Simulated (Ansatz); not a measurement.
# BFGeH4: how energies converge with the basis set

How large a basis does BFGeH4 need? Two functionals are run in growing sets.

Program: Ansatz 0.2.0, Gaussian basis. Level of theory: one geometry, several basis sets. These are calculated values, not measurements.

The runs, in order: PBE0-D4/def2-SVP; ωB97M-V/def2-SVP; PBE0-D4/def2-QZVPP; ωB97M-V/def2-QZVPP; the functionals' def2-TZVPP values are taken from earlier runs.

## 1. The geometry

All runs share one geometry, relaxed beforehand with PBE0-D4 in a triple-zeta def2 set.

SMILES `[BH2][GeH2][F]`, 7 atoms, charge 0, spin multiplicity 1.

Atoms are counted from 1 here; the program's logs count them from 0.

Bond lengths: B1–Ge2 2.052 Å, B1–H4 1.192 Å, B1–H5 1.194 Å, Ge2–F3 1.751 Å, Ge2–H6 1.541 Å, Ge2–H7 1.541 Å. Angles: Ge2–B1–H4 121.6°, Ge2–B1–H5 119.1°, H4–B1–H5 119.3°, B1–Ge2–F3 110.0°, B1–Ge2–H6 113.4°, B1–Ge2–H7 113.4°, F3–Ge2–H6 105.0°, F3–Ge2–H7 105.0°, H6–Ge2–H7 109.3°.

## 2. PBE0-D4 in def2-SVP

The input, in.yaml:

```yaml
crystal:
  periodic: [false, false, false]
  atoms:
    - {symbol: B, position_ang: [-0.983242, 0.233917, -0.747354]}
    - {symbol: Ge, position_ang: [0.647462, -0.089788, 0.455115]}
    - {symbol: F, position_ang: [0.756791, -1.787222, 0.871424]}
    - {symbol: H, position_ang: [-1.705845, -0.655847, -1.073253]}
    - {symbol: H, position_ang: [-1.211676, 1.342359, -1.128946]}
    - {symbol: H, position_ang: [0.569202, 0.648055, 1.805838]}
    - {symbol: H, position_ang: [1.988507, 0.240526, -0.228624]}
basis:
  gaussian: {orbitals: def2-SVP}
hamiltonian: {xc: pbe0, dispersion: d4}
output: {orbitals: {seedname: orbitals}}
```

On the command line:

```bash
$ ansatz run in.yaml --threads 2 --pin off --events-out ev --progress --plain --max-ram 4352MiB
```

After this run come: ωB97M-V in def2-SVP; PBE0-D4 in def2-QZVPP; ωB97M-V in def2-QZVPP.

**Question.** What will the summary of the whole plan be? Wanted: PBE0-D4: double and triple zeta above quadruple; ωB97M-V: double and triple zeta above quadruple.

As calculated:

```
                                       quantity           value
PBE0-D4: double and triple zeta above quadruple  12.84, 1.44 eV
ωB97M-V: double and triple zeta above quadruple  12.95, 1.40 eV
```

In words: For PBE0-D4 the step from double to triple zeta gains 11.41 eV and the next only 1.44 eV. Total energies overstate the basis error of differences, where much of it tends to cancel.
